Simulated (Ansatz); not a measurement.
# Ge₂NH (singlet): from Hartree-Fock to the top rungs at a displaced geometry (v2), cc-pVDZ

The task here is to estimate one member of a computed series from the others.

The runs use Ansatz 0.2.0, Gaussian basis; cc-pVDZ, core rule «outside noble gas», up to 29 orbitals frozen.

To be run: UHF; CCSD(T) on RHF; CCSD(T) on UHF; BCCD(T) on RHF; CISD; CCSDT(Q) on RHF; CCSDT(Q) on UHF; CASSCF and MRCISD+Q, 8 electrons in 8 orbitals; CASSCF and MRCISD+Q(relaxed), 8 electrons in 8 orbitals; CASSCF and NEVPT2, 8 electrons in 8 orbitals.

22 further runs of the same task are left out: 9 that didn't finish, 13 set aside as unsound or not needed.

## The geometry

The geometry is a PBE0/def2-TZVP stationary point (not a proven minimum) with its atoms shifted at random (size 0.100 Å). No spin-orbit coupling is included. The filled d shell of Ge may be among the frozen orbitals whatever the setting's name suggests; the logs give the count.

4 atoms, charge 0, spin multiplicity 1.

Atoms are counted from 1 here; the program's logs count them from 0.

Bond lengths: Ge1–Ge2 2.327 Å, Ge2–N3 1.717 Å, N3–H4 0.968 Å. Angles: Ge1–Ge2–N3 165.9°, Ge2–N3–H4 114.4°.

Set-up of the first run:

The input, in.yaml:

```yaml
crystal:
  periodic: [false, false, false]
  atoms:
    - {symbol: Ge, position_ang: [0.064560, -0.098074, 2.720616]}
    - {symbol: Ge, position_ang: [-0.100321, -0.022317, 0.401074]}
    - {symbol: N, position_ang: [-0.023687, -0.335938, -1.285790]}
    - {symbol: H, position_ang: [0.059448, 0.456329, -1.835900]}
basis:
  gaussian: {orbitals: cc-pVDZ}
magnetization: {spin_polarized: true, initial_magnetization: 0}
hamiltonian: {xc: hf}
output: {orbitals: {seedname: orbitals}}
```

Command:

```console
> ansatz run in.yaml --threads 1 --pin off --events-out ev --progress --plain --max-ram 2393MiB
```

Among the steps run: UHF; CCSD(T) on RHF; CCSD(T) on UHF; BCCD(T) on RHF; CISD; CCSDT(Q) on RHF; CCSDT(Q) on UHF; CASSCF and MRCISD+Q, 8 electrons in 8 orbitals; CASSCF and MRCISD+Q(relaxed), 8 electrons in 8 orbitals; CASSCF and NEVPT2, 8 electrons in 8 orbitals.

One of the session's tables, all rows but one given; the rest of the session is left out.

| method | from RCCSDT(Q) (kJ/mol) |
| --- | --- |
| RHF | +999.4 |
| RMP2 | +127.8 |
| UMP2 | +109.3 |
| RCCSD | +65.9 |
| UCCSD | +47.2 |
| RCCSD(T) | +12.6 |
| UCCSD(T) | -3.8 |
| BCCD(T) | ? |
| RCCSDT | +9.1 |
| UCCSDT | -15.8 |
| RCCSDT(Q) | 0 |
| UCCSDT(Q) | -28.3 |

Q: Estimate the row for BCCD(T) from the others.

As computed: from RCCSDT(Q) (kJ/mol): +12.5. In the column «from RCCSDT(Q) (kJ/mol)» it lies between RCCSDT (+9.1) and RCCSD(T) (+12.6).

Not comparable, so not listed: CISD (they don't share determinant, frozen orbitals or solution with the rows shown, or repeat one).

To keep in mind: The determinant is far from a pure spin state, so its energy mixes those of several spin states (harmless only where they are near-degenerate, as at dissociation). Left out of the table: CASSCF frontier, NEVPT2 frontier, MRCISD frontier, MRCISD+Q frontier (the active space lost an orbital or holds another state than full CI finds). Left out of the table: UHF, MRCISD+Q(relaxed) frontier (another determinant or state than the rows shown). The program flags UCCSD(T), UCCSDT(Q) as in doubt, so those rows may rest on another solution; read them beside their warnings. Warnings: restricted reference is unstable; spin contamination; coupled cluster took another determinant than the lowest; large T1 diagnostic. Restricted and unrestricted rows rest on different reference determinants; where their highest levels disagree by more than a few hundredths of an eV, they describe different states and don't form one ladder. Warnings in the runs' records: passed over end.
